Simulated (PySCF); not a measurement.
# Au⁴⁸⁺, Hg⁴⁹⁺: ionisation energies with spin-orbit coupling

Each state of these ions is computed at each level; their differences give the ionisation energy. How far do the methods differ?

Method: two-component X2C-1e, generalised determinants. Code: PySCF 2.14.0.

### Step 1. The system

| Item | Value |
| --- | --- |
| Elements | gold (Z = 79), mercury (Z = 80) |
| Basis | one for each species, given in its step |
| Hamiltonian | two-component X2C-1e, Gaussian nucleus, no Breit or QED terms; spin-orbit coupling, run by run: off; screened by Boettger's factors |
| Core shells frozen in the correlated runs | [Ne] (for Au⁴⁸⁺) |
| State 1 | Au⁴⁸⁺: [Ar] 3d10 4s2 4p1; 4p1/2 filled at m_j = +1/2 |
| State 2 | Hg⁴⁹⁺: [Ar] 3d10 4s2 4p1; 4p1/2 filled at m_j = +1/2 |
| Needed too, but not shown | Au⁴⁹⁺ [Ar] 3d10 4s2 (1S), Hg⁵⁰⁺ [Ar] 3d10 4s2 (1S) |
| Methods | GHF, GMP2 |

The outer shells:

Au48+ [Ar] 3d10 4s2 4p1
```
[Ar] core
3d [↑↓][↑↓][↑↓][↑↓][↑↓]
4s [↑↓]
4p [↑ ][  ][  ]
```

Hg49+ [Ar] 3d10 4s2 4p1
```
[Ar] core
3d [↑↓][↑↓][↑↓][↑↓][↑↓]
4s [↑↓]
4p [↑ ][  ][  ]
```

All steps ran in one process of a driver on top of PySCF, which takes the settings above as its task.

The integrals over 123 functions and the set-up took 0.51 s of CPU time.

### Step 2. Au⁴⁸⁺, method by method

Basis: an uncontracted even-tempered set (16 s from 6.8 bohr⁻², ratio 2.8; 13 p from 8.9 bohr⁻², ratio 2.8; 8 d from 16 bohr⁻², ratio 2.8; 4 f from 37 bohr⁻², ratio 3).

Level: GHF (spin-free).

What it wrote:

```text
cycle= 1 E= -17337.7280470315  delta_E= -1.73e+04  |FDS-SDF|= 0.0552
cycle= 2 E= -17337.7361947509  delta_E= -0.00815  |FDS-SDF|= 0.0056
cycle= 3 E= -17337.7363387133  delta_E= -0.000144  |FDS-SDF|= 0.00077
cycle= 4 E= -17337.7363592382  delta_E= -2.05e-05  |FDS-SDF|= 0.000368
cycle= 5 E= -17337.7363789440  delta_E= -1.97e-05  |FDS-SDF|= 0.000361
cycle= 6 E= -17337.7364166616  delta_E= -3.77e-05  |FDS-SDF|= 0.000358
cycle= 7 E= -17337.7376424962  delta_E= -0.00123  |FDS-SDF|= 0.0106
cycle= 8 E= -17337.7375421712  delta_E= 0.0001  |FDS-SDF|= 0.0122
cycle= 9 E= -17337.7374685908  delta_E= 7.36e-05  |FDS-SDF|= 0.0132
cycle= 10 E= -17337.7375375643  delta_E= -6.9e-05  |FDS-SDF|= 0.0123
cycle= 11 E= -17337.7379588304  delta_E= -0.000421  |FDS-SDF|= 0.00393
cycle= 12 E= -17337.7380074824  delta_E= -4.87e-05  |FDS-SDF|= 0.000256
cycle= 13 E= -17337.7380076932  delta_E= -2.11e-07  |FDS-SDF|= 8.66e-07
cycle= 14 E= -17337.7380076932  delta_E= -2.91e-11  |FDS-SDF|= 7.25e-08
```

CPU time 10 s on a shared host, the integrals not counted.

Occupied spinors (without spin-orbit coupling the j labels only name the start):

```tsv
spinor shell	electrons	mean energy (eV)	weight of the nominal j	rms radius (bohr)
1s1/2	2	-83731.1	1.000	0.0190
2s1/2	2	-16987.2	1.000	0.0767
2p1/2	2	-15043.1	0.725	0.0705
2p3/2	4	-15040.5	0.863	0.0705
3s1/2	2	-5866.7	1.000	0.194
3p1/2	2	-5290.6	0.746	0.195
3p3/2	4	-5286.9	0.873	0.195
3d3/2	4	-4688.9	0.793	0.176
3d5/2	6	-4687.6	0.862	0.176
4s1/2	2	-2793.3	1.000	0.403
4p1/2	1	-2602.2	0.879	0.403
```

M_J = 1/2, ⟨J²⟩ = 1.113, ⟨L²⟩ = 2.003, ⟨S²⟩ = 0.751.

Level: GMP2 (spin-free).

This step left no log, only its results.

It used 2.7 s of CPU time after the integrals (shared host).

With 21 electrons correlated and 72 very high virtual spinors dropped, the MP2 correlation energy is -0.86645 hartree. Largest pairs: 3d3/2-3d5/2 -0.1974, 3d5/2-3d5/2 -0.1271, 3d5/2-3p3/2 -0.0642, 3d3/2-3d3/2 -0.0514, 3d5/2-4s1/2 -0.0465.

Level: GHF (screened spin-orbit).

What it wrote:

```text
cycle= 1 E= -17369.6137697208  delta_E= -1.74e+04  |FDS-SDF|= 0.472
cycle= 2 E= -17369.6384366921  delta_E= -0.0247  |FDS-SDF|= 0.0105
cycle= 3 E= -17369.6386223096  delta_E= -0.000186  |FDS-SDF|= 0.000774
cycle= 4 E= -17369.6386257713  delta_E= -3.46e-06  |FDS-SDF|= 0.000113
cycle= 5 E= -17369.6386259607  delta_E= -1.89e-07  |FDS-SDF|= 1.74e-05
cycle= 6 E= -17369.6386259688  delta_E= -8.14e-09  |FDS-SDF|= 2.6e-06
```

CPU time 4.9 s on a shared host, the integrals not counted.

The outer occupied spinors:

```tsv
spinor shell	electrons	mean energy (eV)	weight of the nominal j	rms radius (bohr)
2p3/2	4	-14518.1	1.000	0.0729
3s1/2	2	-5862.0	1.000	0.194
3p1/2	2	-5596.8	1.000	0.185
3p3/2	4	-5162.2	1.000	0.200
3d3/2	4	-4741.5	1.000	0.174
3d5/2	6	-4647.9	1.000	0.178
4s1/2	2	-2791.8	1.000	0.404
4p1/2	1	-2700.9	1.000	0.391
```

M_J = 1/2, ⟨J²⟩ = 0.751, ⟨L²⟩ = 2.072, ⟨S²⟩ = 0.820.

Level: GMP2 (screened spin-orbit).

No log was kept for this step.

It used 1.3 s of CPU time after the integrals (shared host).

With 21 electrons correlated and 72 very high virtual spinors dropped, the MP2 correlation energy is -0.86733 hartree. Largest pairs: 3d3/2-3d5/2 -0.1866, 3d5/2-3d5/2 -0.1324, 3d5/2-3p3/2 -0.0664, 3d3/2-3d3/2 -0.0567, 3d5/2-4s1/2 -0.0468.

### Step 3. Hg⁴⁹⁺, method by method

Basis: an even-tempered Gaussian basis (16 s from 7.1 bohr⁻², ratio 2.8; 13 p from 9.3 bohr⁻², ratio 2.8; 8 d from 16 bohr⁻², ratio 2.8; 4 f from 38 bohr⁻², ratio 3).

Level: GHF (spin-free).

What it wrote:

```text
cycle= 1 E= -17852.5630708832  delta_E= -1.79e+04  |FDS-SDF|= 0.0575
cycle= 2 E= -17852.5714965327  delta_E= -0.00843  |FDS-SDF|= 0.00577
cycle= 3 E= -17852.5716471539  delta_E= -0.000151  |FDS-SDF|= 0.000788
cycle= 4 E= -17852.5716691607  delta_E= -2.2e-05  |FDS-SDF|= 0.000382
cycle= 5 E= -17852.5716902049  delta_E= -2.1e-05  |FDS-SDF|= 0.000375
cycle= 6 E= -17852.5717316788  delta_E= -4.15e-05  |FDS-SDF|= 0.000372
cycle= 7 E= -17852.5730175016  delta_E= -0.00129  |FDS-SDF|= 0.0106
cycle= 8 E= -17852.5729055759  delta_E= 0.000112  |FDS-SDF|= 0.0124
cycle= 9 E= -17852.5728255130  delta_E= 8.01e-05  |FDS-SDF|= 0.0135
cycle= 10 E= -17852.5728898145  delta_E= -6.43e-05  |FDS-SDF|= 0.0126
cycle= 11 E= -17852.5732435071  delta_E= -0.000354  |FDS-SDF|= 0.00664
cycle= 12 E= -17852.5733802780  delta_E= -0.000137  |FDS-SDF|= 0.000412
cycle= 13 E= -17852.5733808111  delta_E= -5.33e-07  |FDS-SDF|= 1.82e-05
cycle= 14 E= -17852.5733808122  delta_E= -1.08e-09  |FDS-SDF|= 3.26e-06
```

CPU time 9.9 s on a shared host, the integrals not counted.

Occupied spinors (without spin-orbit coupling the j labels only name the start):

```tsv
spinor shell	electrons	mean energy (eV)	weight of the nominal j	rms radius (bohr)
1s1/2	2	-86214.7	1.000	0.0187
2s1/2	2	-17565.4	1.000	0.0754
2p1/2	2	-15524.4	0.725	0.0694
2p3/2	4	-15521.7	0.862	0.0694
3s1/2	2	-6084.4	1.000	0.190
3p1/2	2	-5482.0	0.746	0.192
3p3/2	4	-5478.2	0.873	0.192
3d3/2	4	-4862.1	0.794	0.173
3d5/2	6	-4860.8	0.862	0.173
4s1/2	2	-2902.7	1.000	0.396
4p1/2	1	-2702.5	0.880	0.395
```

M_J = 1/2, ⟨J²⟩ = 1.110, ⟨L²⟩ = 2.003, ⟨S²⟩ = 0.751.

Level: GMP2 (spin-free).

No log was kept for this step.

CPU time 2.6 s on a shared host, the integrals not counted.

With 21 electrons correlated and 72 very high virtual spinors dropped, the MP2 correlation energy is -0.87030 hartree. Largest pairs: 3d3/2-3d5/2 -0.1977, 3d5/2-3d5/2 -0.1273, 3d5/2-3p3/2 -0.0644, 3d3/2-3d3/2 -0.0515, 3d5/2-4s1/2 -0.0467.

Level: GHF (screened spin-orbit).

What it wrote:

```text
cycle= 1 E= -17887.1971866555  delta_E= -1.79e+04  |FDS-SDF|= 0.494
cycle= 2 E= -17887.2230422998  delta_E= -0.0259  |FDS-SDF|= 0.0109
cycle= 3 E= -17887.2232354183  delta_E= -0.000193  |FDS-SDF|= 0.000808
cycle= 4 E= -17887.2232390165  delta_E= -3.6e-06  |FDS-SDF|= 0.000116
cycle= 5 E= -17887.2232392079  delta_E= -1.91e-07  |FDS-SDF|= 1.67e-05
cycle= 6 E= -17887.2232392150  delta_E= -7.03e-09  |FDS-SDF|= 2.43e-06
```

It used 5.4 s of CPU time after the integrals (shared host).

The outer occupied spinors:

```tsv
spinor shell	electrons	mean energy (eV)	weight of the nominal j	rms radius (bohr)
2p3/2	4	-14970.2	1.000	0.0719
3s1/2	2	-6079.5	1.000	0.190
3p1/2	2	-5808.7	1.000	0.181
3p3/2	4	-5346.1	1.000	0.196
3d3/2	4	-4918.1	1.000	0.171
3d5/2	6	-4818.6	1.000	0.175
4s1/2	2	-2901.1	1.000	0.396
4p1/2	1	-2808.2	1.000	0.383
```

M_J = 1/2, ⟨J²⟩ = 0.751, ⟨L²⟩ = 2.076, ⟨S²⟩ = 0.824.

Level: GMP2 (screened spin-orbit).

The driver printed no log here.

It used 1.6 s of CPU time after the integrals (shared host).

With 21 electrons correlated and 72 very high virtual spinors dropped, the MP2 correlation energy is -0.87096 hartree. Largest pairs: 3d3/2-3d5/2 -0.1868, 3d5/2-3d5/2 -0.1326, 3d5/2-3p3/2 -0.0666, 3d3/2-3d3/2 -0.0568, 3d5/2-4s1/2 -0.0470.

### Step 4. The energy differences

Ionisation energy: Au⁴⁸⁺ [Ar] 3d10 4s2 4p1 [4p1/2^1, M_J = 1/2] → Au⁴⁹⁺ [Ar] 3d10 4s2.

```tsv
method	value (eV)	less the reference (eV)
GHF (spin-free)	2601.7	-106.3
GMP2 (spin-free)	2602.6	-105.4
GHF (screened spin-orbit)	2700.4	-7.6
GMP2 (screened spin-orbit)	2701.1	-6.9
```

Reference: 2708 ± 4 eV (theoretical estimate listed by NIST; NIST Atomic Spectra Database, ionization energies). For this ion Breit and QED terms and the two-electron picture change, all absent here, are large against electron correlation. The spin-free rows have the spin-orbit operator switched off.

Ionisation energy: Hg⁴⁹⁺ [Ar] 3d10 4s2 4p1 [4p1/2^1, M_J = 1/2] → Hg⁵⁰⁺ [Ar] 3d10 4s2.

```tsv
method	value (eV)	less the reference (eV)
GHF (spin-free)	2702.0	-113.0
GMP2 (spin-free)	2702.8	-112.2
GHF (screened spin-orbit)	2807.6	-7.4
GMP2 (screened spin-orbit)	2808.3	-6.7
```

Reference: 2815 ± 4 eV (theoretical estimate listed by NIST; NIST Atomic Spectra Database, ionization energies). For this ion Breit and QED terms and the two-electron picture change, all absent here, are large against electron correlation. The spin-free rows have the spin-orbit operator switched off.

The differences also use runs on Au⁴⁹⁺ [Ar] 3d10 4s2 (1S), Hg⁵⁰⁺ [Ar] 3d10 4s2 (1S), which are not shown here.

### Step 5. Summary of results

| quantity | value |
| --- | --- |
| ionisation energy, Au⁴⁸⁺ | GHF (spin-free) 2601.7, GMP2 (screened spin-orbit) 2701.1 eV; reference 2708 ± 4 |
| ionisation energy, Hg⁴⁹⁺ | GHF (spin-free) 2702.0, GMP2 (screened spin-orbit) 2808.3 eV; reference 2815 ± 4 |

What this shows: For the first difference the methods span 99.330 eV, from GHF (spin-free) (2601.7) to GMP2 (screened spin-orbit) (2701.1). The reference is uncertain or not like for like (spin-orbit coupling or other relativistic terms), so no ranking of close methods is drawn. Spin-orbit coupling moves the first difference by +98.514 eV at GMP2. The basis is finite, and no extrapolation was made.
